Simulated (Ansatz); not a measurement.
# LaP (Pm-3m): energy and pressure against volume

An exercise on one series of results from a longer session: the logs are not shown, and one member is left open.

Computed with Ansatz 0.2.0 (DFT r²SCAN, scalar-relativistic, plane waves, PAW, unless a step's input says otherwise).

### The structure to begin with

Symmetry: Pm-3m, No. 221, cubic system. Conventional cell: a = 3.650 Å, b = 3.650 Å, c = 3.650 Å, α = 90.00°, β = 90.00°, γ = 90.00°. La (site symmetry m-3m) is surrounded by 8 P at 3.16 Å. P (site symmetry m-3m) is surrounded by 8 La at 3.16 Å.

Structure file:

```xyz
2
Lattice="3.6495 0.0000 0.0000 0.0000 3.6495 0.0000 0.0000 0.0000 3.6495" Properties=species:S:1:pos:R:3 pbc="T T T"
La    0.0000    0.0000    0.0000
P     1.8248    1.8248    1.8248
```

This cell comes from an earlier session at r²SCAN: 24.304 Å³/atom at 0.00 GPa, on a 10×10×10 mesh.

The first run:

File input.yaml:

```yaml
crystal:
  lattice:
    - [3.6002141603, 0.0, 0.0]
    - [0.0, 3.6002141603, 0.0]
    - [0.0, 0.0, 3.6002141603]
  atoms:
    - { symbol: La, position: [0.0, 0.0, 0.0] }
    - { symbol: P, position: [0.5, 0.5, 0.5] }
basis:
  ecutwfc: 500
  ecutrho_ratio: 4
kpoints:
  mp_grid: { grid: [10, 10, 10] }
hamiltonian:
  xc: r2scan
scf:
  occupations: { method: gaussian, width: 0.05 }
output:
  forces: true
  stress: true
  eigenvalues: true
```

Launch:

```console
ansatz run input.yaml --threads 1 --pin off --max-ram 2560MiB --backend cpu --events-out ev --progress --plain --runs-dir out
```

Steps of the session up to this table: Volume × 0.96; Volume × 1.04; Volume × 0.92; Volume × 0.88; Volume × 0.84; Volume × 0.8.

One of the session's tables, all rows but one given; the rest of the session is left out.

```
volume (Å³/atom)  energy above the lowest (meV/atom)  pressure (GPa)
          19.443                               335.9            26.5
          20.416                               198.9            18.9
          21.388                                   ?               ?
          22.360                                42.8             7.6
          23.332                                 9.9             3.4
          24.304                                 0.0             0.0
          25.277                                 8.7            -2.8
```

Q: Estimate the row for volume (Å³/atom) = 21.388 from the others.

Worked estimate for «energy above the lowest (meV/atom)». A straight line through the neighbours (20.416, 198.9) and (22.360, 42.8) gives 198.9 + (42.8 − 198.9) × (21.388 − 20.416) / (22.360 − 20.416) = 120.8; a parabola fitted to 4 rows on both sides gives 103.5.

**Answer.** energy above the lowest (meV/atom): 103.9; pressure (GPa): 12.7. In «energy above the lowest (meV/atom)» the line misses by +16.9 and the parabola by -0.4.

Limits of these values: Other structures may be lower in enthalpy at these pressures.
